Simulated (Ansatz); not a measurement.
# GeH7NSi: how energies converge with the basis set

An exercise on one series of results from a longer session: the logs are not shown, and one member is left open.

Computed with Ansatz 0.2.0, Gaussian basis. Level: one geometry, several basis sets.

The runs, in order: PBE0-D4/def2-SVP; ωB97M-V/def2-SVP; PBE0-D4/def2-QZVPP; ωB97M-V/def2-QZVPP; the functionals' def2-TZVPP values are taken from earlier runs.

1 further run of the same task is left out (it didn't finish).

## Structure used throughout

An earlier PBE0-D4 in a triple-zeta def2 set relaxation fixed the geometry.

SMILES `[SiH3][NH][GeH3]`, 10 atoms, charge 0, spin multiplicity 1.

Atoms are counted from 1 here; the program's logs count them from 0.

Bond lengths: Si1–N2 1.718 Å, Si1–H4 1.486 Å, Si1–H5 1.489 Å, Si1–H6 1.492 Å, N2–Ge3 1.839 Å, N2–H7 1.009 Å, Ge3–H8 1.534 Å, Ge3–H9 1.543 Å, Ge3–H10 1.538 Å. Angles: N2–Si1–H4 107.3°, N2–Si1–H5 110.3°, N2–Si1–H6 114.2°, H4–Si1–H5 110.0°, H4–Si1–H6 107.9°, H5–Si1–H6 107.0°, Si1–N2–Ge3 127.5°, Si1–N2–H7 117.0°, Ge3–N2–H7 114.2°, N2–Ge3–H8 106.7°, N2–Ge3–H9 111.7°, N2–Ge3–H10 108.4°, H8–Ge3–H9 109.9°, H8–Ge3–H10 111.3°, H9–Ge3–H10 108.9°.

Coordinates:

```mol
GeH7NSi
  3D, bonds by distance, orders not assigned

 10  9  0  0  0  0  0  0  0  0999 V2000
   -1.1468    0.5222   -0.9456 Si  0  0
    0.4614    0.3191   -0.3757 N   0  0
    1.0201   -0.6758    1.0662 Ge  0  0
   -1.9237   -0.6685   -0.5129 H   0  0
   -1.1602    0.6272   -2.4305 H   0  0
   -1.8355    1.7358   -0.4161 H   0  0
    1.1591    0.9529   -0.7365 H   0  0
   -0.0189   -1.7874    1.2624 H   0  0
    1.1199    0.1804    2.3456 H   0  0
    2.4078   -1.2572    0.7459 H   0  0
  1  2  8  0
  2  3  8  0
  1  4  8  0
  1  5  8  0
  1  6  8  0
  2  7  8  0
  3  8  8  0
  3  9  8  0
  3 10  8  0
M  END
```

Set-up of the first run:

File in.yaml:

```yaml
crystal:
  periodic: [false, false, false]
  atoms:
    - {symbol: Si, position_ang: [-1.146787, 0.522250, -0.945597]}
    - {symbol: N, position_ang: [0.461357, 0.319059, -0.375660]}
    - {symbol: Ge, position_ang: [1.020062, -0.675791, 1.066217]}
    - {symbol: H, position_ang: [-1.923733, -0.668457, -0.512929]}
    - {symbol: H, position_ang: [-1.160247, 0.627163, -2.430535]}
    - {symbol: H, position_ang: [-1.835465, 1.735844, -0.416073]}
    - {symbol: H, position_ang: [1.159104, 0.952931, -0.736542]}
    - {symbol: H, position_ang: [-0.018890, -1.787371, 1.262444]}
    - {symbol: H, position_ang: [1.119882, 0.180441, 2.345620]}
    - {symbol: H, position_ang: [2.407818, -1.257169, 0.745853]}
basis:
  gaussian: {orbitals: def2-SVP}
hamiltonian: {xc: pbe0, dispersion: d4}
output: {orbitals: {seedname: orbitals}}
```

Launch:

```console
> ansatz run in.yaml --threads 2 --pin off --events-out ev --progress --plain --max-ram 32768MiB --backend cpu
```

Steps of the session up to this table: PBE0-D4 in def2-SVP; ωB97M-V in def2-SVP; PBE0-D4 in def2-QZVPP; ωB97M-V in def2-QZVPP.

One of the session's tables, all rows but one given; the rest of the session is left out.

It belongs to the step «Density functionals: the series». 

```
functional       basis  HOMO (eV)  LUMO (eV)
   PBE0-D4    def2-SVP      -7.16       0.41
   PBE0-D4  def2-TZVPP      -7.28      -0.01
   PBE0-D4  def2-QZVPP      -7.30      -0.20
   ωB97M-V    def2-SVP      -9.41       2.24
   ωB97M-V  def2-TZVPP          ?          ?
   ωB97M-V  def2-QZVPP      -9.58       1.23
```

**Question.** Estimate the row for ωB97M-V, def2-TZVPP.

The run gave: HOMO (eV): -9.56; LUMO (eV): 1.62. In the column «HOMO (eV)» it lies between ωB97M-V, def2-QZVPP (-9.58) and ωB97M-V, def2-SVP (-9.41).
